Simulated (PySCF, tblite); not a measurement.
# C7H19NSi: geometry, infrared bands and NMR shifts

Aim: predict the infrared bands and NMR shifts of C7H19NSi (`CC[C@@H](C)N([SiH3])C(C)C`).

Computed with tblite 0.8.0 and PySCF 2.14.0, with density-fitted response routines of our own, on a single molecule in the gas phase. Atoms are numbered from 0 throughout.

### Step 1. The starting structure

28 atoms, charge 0, multiplicity 1; geometry from: force field or distance geometry start.

Bonds of the start (Å): C0–C1 1.51, C1–C2 1.55, C2–C3 1.53, C2–N4 1.50, N4–Si5 1.73, N4–C6 1.48, C6–C7 1.53, C6–C8 1.54, C0–H9 1.08, C0–H10 1.10, C0–H11 1.10, C1–H12 1.09, C1–H13 1.11, C2–H14 1.09, C3–H15 1.09, C3–H16 1.10, C3–H17 1.11, Si5–H18 1.48, Si5–H19 1.49, Si5–H20 1.48, C6–H21 1.10, C7–H22 1.09, C7–H23 1.10, C7–H24 1.10, C8–H25 1.08, C8–H26 1.10, C8–H27 1.10.

### Step 2. Relaxing the molecule with GFN2-xTB

The job: settings as JSON, then the geometry in Å.

```
{"job": {"kind": "relax", "xc": "GFN2-xTB", "basis": "xTB"}, "charge": 0, "multiplicity": 1}
C      0.986300    -0.612900    -2.407500
C      1.747700    -0.227100    -1.161500
C      0.910600    -0.264400     0.146100
C      1.812100     0.008300     1.347400
N     -0.274400     0.649600     0.111600
Si    -0.173300     2.378100     0.022800
C     -1.547000     0.001700     0.507600
C     -2.001200    -1.063900    -0.487000
C     -1.525400    -0.564800     1.939800
H      1.647700    -0.636900    -3.264400
H      0.523500    -1.603600    -2.306000
H      0.182500     0.108700    -2.625100
H      2.211400     0.752300    -1.285700
H      2.586200    -0.943300    -1.044500
H      0.563200    -1.291100     0.245500
H      2.327700     0.964300     1.295100
H      1.252100    -0.012000     2.298100
H      2.580200    -0.782900     1.425700
H      0.994600     2.760200    -0.802300
H     -0.000100     2.879900     1.416300
H     -1.429300     2.895700    -0.563800
H     -2.348600     0.755900     0.500700
H     -1.353000    -1.941900    -0.485300
H     -2.051700    -0.667100    -1.507500
H     -3.016500    -1.407100    -0.237900
H     -0.861900    -1.415500     2.049300
H     -2.529700    -0.901600     2.223300
H     -1.234500     0.208900     2.663300
```

Run with:

```sh
OMP_NUM_THREADS=1 python probes_run.py task.json out
```

The driver reads the jobs from task.json and runs them one after another.

Standard output:

```text
step      E/eV     max force
  0    -799.04048    1.001
  1    -799.10331    0.620
  2    -799.12862    0.439
  3    -799.16624    0.428
  4    -799.18212    0.294
  5    -799.19056    0.232
  6    -799.19557    0.192
  7    -799.20118    0.173
  8    -799.20594    0.149
  9    -799.20985    0.135
 10    -799.21267    0.127
 11    -799.21476    0.111
 12    -799.21627    0.106
 13    -799.21756    0.074
 14    -799.21867    0.089
 15    -799.21945    0.065
 16    -799.21995    0.043
 17    -799.22035    0.036
 18    -799.22074    0.041
 19    -799.22114    0.052
 20    -799.22153    0.051
 21    -799.22194    0.041
 22    -799.22241    0.048
 23    -799.22292    0.044
 24    -799.22336    0.047
 25    -799.22368    0.034
 26    -799.22395    0.037
 27    -799.22422    0.039
 28    -799.22449    0.039
 29    -799.22474    0.042
 30    -799.22496    0.033
 31    -799.22518    0.031
 32    -799.22539    0.026
 33    -799.22557    0.029
 34    -799.22570    0.027
 35    -799.22584    0.026
 36    -799.22600    0.030
 37    -799.22617    0.025
 38    -799.22632    0.026
 39    -799.22644    0.021
 40    -799.22656    0.023
 41    -799.22667    0.024
 42    -799.22679    0.027
 43    -799.22688    0.023
 44    -799.22697    0.021
 45    -799.22705    0.017
 46    -799.22712    0.020
 47    -799.22718    0.021
 48    -799.22724    0.017
 49    -799.22731    0.019
 50    -799.22736    0.017
 51    -799.22741    0.014
 52    -799.22745    0.013
 53    -799.22749    0.015
 54    -799.22754    0.016
 55    -799.22758    0.015
 56    -799.22762    0.014
 57    -799.22765    0.013
 58    -799.22768    0.016
 59    -799.22772    0.015
 60    -799.22776    0.014
 61    -799.22780    0.015
 62    -799.22784    0.016
 63    -799.22789    0.021
 64    -799.22795    0.020
 65    -799.22800    0.013
 66    -799.22804    0.011
 67    -799.22807    0.012
 68    -799.22811    0.014
 69    -799.22815    0.012
 70    -799.22819    0.013
 71    -799.22823    0.016
 72    -799.22828    0.013
 73    -799.22832    0.012
 74    -799.22836    0.011
 75    -799.22839    0.013
 76    -799.22843    0.014
 77    -799.22848    0.014
 78    -799.22853    0.012
 79    -799.22857    0.013
 80    -799.22860    0.011
 81    -799.22864    0.013
 82    -799.22868    0.014
 83    -799.22872    0.010
```

It took 2.4 s on 1 thread of Intel Xeon at 2.50GHz, shared host; peak memory 0.18 GiB.

Step by step: (not every step is listed)

```tsv
step	energy from step 0 (eV)	largest force (eV/Å)
0	0.0000	1.0010
1	-0.0628	0.6200
2	-0.0881	0.4386
3	-0.1258	0.4280
4	-0.1416	0.2942
5	-0.1501	0.2316
6	-0.1551	0.1920
7	-0.1607	0.1729
8	-0.1655	0.1488
15	-0.1790	0.0653
22	-0.1819	0.0484
29	-0.1843	0.0422
36	-0.1855	0.0297
43	-0.1864	0.0228
50	-0.1869	0.0167
57	-0.1872	0.0135
64	-0.1875	0.0205
71	-0.1878	0.0157
78	-0.1880	0.0122
79	-0.1881	0.0127
80	-0.1881	0.0110
81	-0.1882	0.0133
82	-0.1882	0.0140
83	-0.1882	0.0101
```

Distances of close pairs at the start and the end, largest changes first:

```tsv
bond	before (Å)	after (Å)	change (Å)
C2–N4	1.497	1.453	-0.044
N4–C6	1.482	1.454	-0.028
Si5–H18	1.480	1.460	-0.020
C3–H17	1.105	1.088	-0.017
C3–H16	1.104	1.086	-0.017
C1–C2	1.553	1.537	-0.016
C1–H13	1.109	1.093	-0.016
Si5–H19	1.491	1.475	-0.016
```

The final coordinates are the input of the step that follows.

### Step 3. Harmonic vibrations with GFN2-xTB

The job: settings as JSON, then the geometry in Å.

```
{"job": {"kind": "ir", "xc": "GFN2-xTB", "basis": "xTB"}, "charge": 0, "multiplicity": 1}
C      0.924542    -0.542231    -2.393962
C      1.741000    -0.241560    -1.145191
C      0.912558    -0.304423     0.147785
C      1.819996     0.008515     1.342197
N     -0.251435     0.564240     0.097348
Si    -0.122560     2.278046     0.069869
C     -1.528859    -0.017273     0.478006
C     -1.982606    -1.122180    -0.479916
C     -1.554549    -0.513009     1.927151
H      1.549742    -0.472957    -3.281552
H      0.504023    -1.544608    -2.347373
H      0.111765     0.173194    -2.487680
H      2.186311     0.749184    -1.236243
H      2.555219    -0.965300    -1.057659
H      0.553842    -1.333253     0.254547
H      2.248475     1.001712     1.233150
H      1.256648    -0.021678     2.270662
H      2.628810    -0.717160     1.402754
H      1.066516     2.660859    -0.686747
H     -0.039064     2.906334     1.402235
H     -1.330304     2.762604    -0.603218
H     -2.259535     0.794957     0.400436
H     -1.340468    -1.997336    -0.420236
H     -1.975085    -0.754335    -1.502145
H     -2.995411    -1.427319    -0.227735
H     -0.889284    -1.362226     2.065433
H     -2.562959    -0.821333     2.193807
H     -1.248227     0.285892     2.598491
```

Standard output:

```text
mode    cm-1     km/mol
  1      65.1      0.02
  2      67.6      0.02
  3      85.0      0.77
  4     114.3      0.13
  5     169.7      1.55
  6     194.5      0.19
  7     205.7      0.04
  8     214.6      0.16
  9     222.5      0.10
 10     247.4      0.10
 11     251.2      0.65
 12     262.3      0.20
 13     320.2      0.62
 14     345.6      0.61
 15     425.1      1.79
 16     459.8      2.32
 17     506.1      1.47
 18     525.4     12.11
 19     582.8     94.35
 20     622.7     72.80
 21     660.2      6.44
 22     777.4    180.79
 23     813.6    167.78
 24     829.4      9.12
 25     837.7    414.39
 26     880.9      3.21
 27     908.8     11.30
 28     935.2      1.52
 29     966.4      0.10
 30     977.8      2.88
 31     996.7     10.08
 32    1038.2     18.79
 33    1049.2     49.97
 34    1081.4      8.05
 35    1118.6      3.05
 36    1130.3     21.50
 37    1144.3      9.20
 38    1170.8     19.69
 39    1207.3    106.93
 40    1215.4     92.23
 41    1262.7     15.81
 42    1288.1      4.87
 43    1315.7      7.89
 44    1343.6     14.20
 45    1347.3      5.73
 46    1374.0     26.33
 47    1395.3      5.29
 48    1402.7      5.21
 49    1407.8      4.40
 50    1412.7     12.48
 51    1485.0      0.67
 52    1490.7      3.52
 53    1492.1      1.39
 54    1493.5      0.39
 55    1497.3      0.62
 56    1504.3      2.25
 57    1505.8      3.16
 58    1508.6      2.37
 59    1515.2      0.57
 60    2139.7    394.12
 61    2232.4    324.61
 62    2270.4    281.97
 63    2925.1     43.54
 64    2931.6     31.09
 65    2964.3     49.87
 66    3000.4     21.17
 67    3021.8     45.38
 68    3026.4      3.45
 69    3027.9     80.24
 70    3030.6     16.41
 71    3031.8     20.59
 72    3033.0     75.92
 73    3036.4     36.62
 74    3036.9     12.42
 75    3040.0     95.87
 76    3044.8     17.00
 77    3047.9     25.06
 78    3050.4     30.43
```

It took 5.2 s on 1 thread of Intel Xeon at 2.50GHz, shared host; peak memory 0.18 GiB.

The strongest bands and the atoms that carry them (share of the mass-weighted mode):

```tsv
cm⁻¹	km/mol	atoms
777	180.8	H20 48 %, H18 43 %
814	167.8	H19 52 %, H20 19 %, H18 17 %
838	414.4	H18 31 %, H19 29 %, H20 28 %
1207	106.9	C6 26 %, N4 20 %
2140	394.1	H19 95 %
2232	324.6	H20 95 %
2270	282.0	H18 96 %
3040	95.9	H22 38 %, H24 24 %, H25 16 %
```

### Step 4. Relaxing the molecule at PBE0-D3(BJ)/def2-SVP

The job: settings as JSON, then the geometry in Å.

```
{"job": {"xc": "PBE0", "basis": "def2-SVP", "d3": "d3bj", "grid": 1, "shake": 0.01, "kind": "geom"}, "charge": 0, "multiplicity": 1}
C      0.944950    -0.567790    -2.389780
C      1.735320    -0.246090    -1.147350
C      0.892360    -0.306740     0.139130
C      1.853230     0.010770     1.338670
N     -0.254250     0.557560     0.086800
Si    -0.126470     2.282870     0.067480
C     -1.519280    -0.019270     0.478250
C     -1.967150    -1.116730    -0.484970
C     -1.556380    -0.507600     1.946500
H      1.547050    -0.475390    -3.271530
H      0.495160    -1.547530    -2.338550
H      0.117570     0.174110    -2.480980
H      2.158030     0.759400    -1.245840
H      2.538530    -0.962540    -1.050650
H      0.549390    -1.344020     0.254810
H      2.247950     1.015770     1.240620
H      1.258590    -0.010560     2.268610
H      2.619550    -0.711320     1.408580
H      1.064370     2.653030    -0.684460
H     -0.064000     2.913240     1.407150
H     -1.346690     2.763220    -0.612860
H     -2.251960     0.774620     0.391290
H     -1.333370    -1.985770    -0.441820
H     -1.980070    -0.751050    -1.508240
H     -2.979500    -1.439230    -0.224190
H     -0.899770    -1.348170     2.065220
H     -2.566680    -0.838510     2.210630
H     -1.240700     0.293430     2.609870
```

Standard output:

```text
step   0  E = -621.59677431  max force = 0.053021
step   1  E = -621.60556175  max force = 0.007427
step   2  E = -621.60577756  max force = 0.001376
step   3  E = -621.60578135  max force = 0.000771
step   4  E = -621.60580237  max force = 0.000595
step   5  E = -621.60580820  max force = 0.000429
optimisation converged
```

It took 7.7 min on 1 thread of Intel Xeon at 2.50GHz, shared host; peak memory 1 GiB.

Along the way:

```tsv
step	energy from step 0 (eV)	largest force component (eV/Å)
0	0.0000	2.7265
1	-0.2391	0.3819
2	-0.2450	0.0708
3	-0.2451	0.0396
4	-0.2457	0.0306
5	-0.2458	0.0221
```

Distances of close pairs at the start and the end, largest changes first:

```tsv
bond	before (Å)	after (Å)	change (Å)
C3–H17	1.055	1.101	+0.046
C2–C3	1.569	1.528	-0.041
Si5–H18	1.456	1.493	+0.037
C0–H9	1.072	1.100	+0.029
C8–H25	1.073	1.102	+0.028
C2–N4	1.437	1.462	+0.025
C7–H22	1.076	1.101	+0.025
C1–H13	1.081	1.103	+0.023
```

The final coordinates are the input of the step that follows.

```tsv
at the end point	value
point group (found at 0.08 Å tolerance)	C1
rotational constants (GHz, main isotopes)	1.337, 1.086, 0.945
dipole moment (D)	1.16
```

### Step 5. NMR shieldings: PBE0/pcSseg-1

The job: settings as JSON, then the geometry in Å.

```
{"job": {"kind": "nmr", "xc": "PBE0", "basis": "pcSseg-1"}, "charge": 0, "multiplicity": 1}
C      1.137446    -0.444276    -2.176816
C      1.930250    -0.115705    -0.925561
C      1.120277    -0.173329     0.375377
C      2.019162     0.110548     1.578030
N     -0.061499     0.686950     0.338795
Si     0.051284     2.422614     0.339213
C     -1.346806     0.104645     0.728918
C     -1.827395    -0.962878    -0.250217
C     -1.368635    -0.405884     2.169639
H      1.767289    -0.379167    -3.076663
H      0.721327    -1.463489    -2.133937
H      0.294821     0.251967    -2.299434
H      2.380079     0.887655    -1.021720
H      2.779601    -0.812667    -0.823356
H      0.753345    -1.210205     0.471437
H      2.455195     1.121605     1.508619
H      1.455820     0.053517     2.519972
H      2.855132    -0.603654     1.630539
H      1.278920     2.851420    -0.394852
H      0.108215     3.056698     1.702142
H     -1.162821     2.969727    -0.341468
H     -2.079696     0.930344     0.672876
H     -1.163448    -1.841390    -0.252754
H     -1.865694    -0.562843    -1.273170
H     -2.833959    -1.313606     0.024940
H     -0.686028    -1.260009     2.304072
H     -2.378173    -0.744629     2.449529
H     -1.066802     0.386204     2.871483
```

With the program's defaults for keys left out, this is: GIAO PBE0/pcSseg-1 NMR shielding, non-relativistic, gas phase.

Standard output:

```text
coarse grid: 22072 points
cycle   1  E = -621.7238169548  dE =  5.225e-01  |g| = 5.213e-01  |ddm| = 4.443e+00
cycle   2  E = -621.6976575880  dE =  2.616e-02  |g| = 6.245e-01  |ddm| = 1.095e+00
cycle   3  E = -621.7937904506  dE = -9.613e-02  |g| = 9.296e-02  |ddm| = 6.945e-01
cycle   4  E = -621.7954114865  dE = -1.621e-03  |g| = 3.549e-02  |ddm| = 1.197e-01
cycle   5  E = -621.7956845227  dE = -2.730e-04  |g| = 6.186e-03  |ddm| = 3.680e-02
cycle   6  E = -621.7956917020  dE = -7.179e-06  |g| = 2.041e-03  |ddm| = 7.497e-03
final grid: 203448 points
cycle   7  E = -621.8518182442  dE = -9.838e-05  |g| = 1.162e-02  |ddm| = 5.465e-02
cycle   8  E = -621.8518018324  dE =  1.641e-05  |g| = 1.407e-02  |ddm| = 2.427e-02
cycle   9  E = -621.8518532479  dE = -5.142e-05  |g| = 1.343e-03  |ddm| = 1.453e-02
cycle  10  E = -621.8518536096  dE = -3.617e-07  |g| = 5.073e-04  |ddm| = 1.916e-03
cycle  11  E = -621.8518536616  dE = -5.203e-08  |g| = 1.011e-04  |ddm| = 4.776e-04
cycle  12  E = -621.8518536636  dE = -2.000e-09  |g| = 3.264e-05  |ddm| = 1.198e-04
cycle  13  E = -621.8518536639  dE = -2.326e-10  |g| = 4.605e-06  |ddm| = 2.686e-05
converged SCF energy = -621.8518536639

GIAO shielding tensors (ppm)
atom      isotropic    diamagn.    paramagn.     s11        s22        s33       span
  0 C      170.545     247.722     -77.177    159.316    170.682    181.637     22.322
  1 C      153.832     248.111     -94.279    136.116    153.474    171.905     35.789
  2 C      135.940     244.104    -108.164    113.342    143.939    150.538     37.196
  3 C      157.489     248.053     -90.564    138.212    150.567    183.689     45.477
  4 N      221.698     330.953    -109.255    187.348    222.994    254.751     67.403
  5 Si     415.278     882.391    -467.113    362.283    398.316    485.235    122.952
  6 C      132.071     241.336    -109.266    110.592    124.612    161.007     50.415
  7 C      161.255     249.145     -87.890    137.676    163.160    182.929     45.254
  8 C      161.530     249.019     -87.488    142.631    159.622    182.338     39.707
  9 H       30.332      28.282       2.050     25.466     27.307     38.223     12.756
 10 H       30.697      31.240      -0.543     26.327     29.468     36.295      9.967
 11 H       29.980      32.461      -2.481     25.609     30.789     33.543      7.933
 12 H       29.824      33.067      -3.242     25.961     29.309     34.204      8.243
 13 H       30.188      31.619      -1.430     24.697     29.634     36.235     11.538
 14 H       28.877      35.140      -6.264     25.785     29.883     30.962      5.178
 15 H       30.282      31.240      -0.958     26.927     28.895     35.023      8.097
 16 H       29.999      31.514      -1.515     25.045     29.940     35.012      9.967
 17 H       30.253      29.998       0.255     25.717     27.466     37.577     11.861
 18 H       26.554      31.408      -4.854     22.407     25.743     31.512      9.105
 19 H       26.615      30.240      -3.625     22.608     24.407     32.832     10.224
 20 H       26.938      30.888      -3.950     23.164     25.262     32.387      9.222
 21 H       28.280      33.261      -4.981     24.155     28.030     32.655      8.500
 22 H       30.064      32.639      -2.575     26.647     30.152     33.391      6.744
 23 H       30.255      32.038      -1.783     25.990     29.123     35.651      9.661
 24 H       30.500      30.346       0.154     25.585     28.139     37.778     12.193
 25 H       30.099      31.686      -1.588     26.472     30.034     33.790      7.318
 26 H       30.388      29.497       0.891     25.699     27.809     37.655     11.955
 27 H       30.006      30.996      -0.989     25.915     28.392     35.712      9.797
```

It took 3 min on 1 thread of Intel Xeon at 2.50GHz, shared host; peak memory 1.2 GiB.

The references, computed at this level on geometries of the same kind, shield at (ppm): 1H TMS 31.27, 13C TMS 184.4, 29Si TMS 352.0, 15N NH3 265.7. Their shielding less the atom's gives the shift. The references are single molecules in the gas phase, so shifts against H2O, NH3, PH3, H3PO4 or CFCl3 are not on the usual liquid scales and can be off by tens of ppm. Atoms listed in one row are averaged.

```tsv
atoms	environment	σ (ppm)	δ (ppm)	δ scaled to CDCl3
C6	sp3 CH bonded to N	132.1	52.3	50.3
C2	sp3 CH bonded to N	135.9	48.5	46.6
C1	sp3 CH2	153.8	30.6	29.2
C3	methyl carbon	157.5	26.9	25.6
C7	methyl carbon	161.3	23.2	22.0
C8	methyl carbon	161.5	22.9	21.7
C0	methyl carbon	170.5	13.9	13.0
H18, H19, H20	hydrogen on a silicon bonded to N	26.70	4.56	–
H21	hydrogen on an sp3 CH bonded to N	28.28	2.99	3.05
H14	hydrogen on an sp3 CH bonded to N	28.88	2.39	2.48
H12	hydrogen on an sp3 CH2	29.82	1.44	1.58
H25, H26, H27	hydrogen on a methyl carbon	30.16	1.10	1.26
H15, H16, H17	hydrogen on a methyl carbon	30.18	1.09	1.25
H13	hydrogen on an sp3 CH2	30.19	1.08	1.24
H22, H23, H24	hydrogen on a methyl carbon	30.27	0.99	1.16
H9, H10, H11	hydrogen on a methyl carbon	30.34	0.93	1.10
N4	nitrogen bonded to 2 C, Si	221.7	44.0	–
Si5	silicon bonded to N, 3 H	415.3	-63.3	–
```

The scaled column applies a straight-line fit of computed shieldings to shifts measured in CDCl3 (root-mean-square error 0.21 ppm for H, 2.0 ppm for C).

Charges from the same density, by scheme (e):

```tsv
atoms	Mulliken	IAO	Hirshfeld	ESP fit
C0	-0.26	-0.40	-0.12	-0.30
C1	-0.22	-0.25	-0.07	-0.03
C2	-0.12	0.01	0.03	0.31
C3	-0.20	-0.41	-0.12	-0.65
N4	-0.75	-0.52	-0.16	-0.40
Si5	0.58	0.69	0.33	0.38
C6	-0.15	0.02	0.03	0.53
C7	-0.21	-0.41	-0.12	-0.61
C8	-0.22	-0.42	-0.12	-0.60
```

Mayer bond orders: C0–C1 1.07, C1–C2 1.02, C2–C3 1.05, C2–N4 0.87, N4–Si5 0.95, N4–C6 0.95, C6–C7 1.04, C6–C8 1.03.

[end of part 1 of 2]
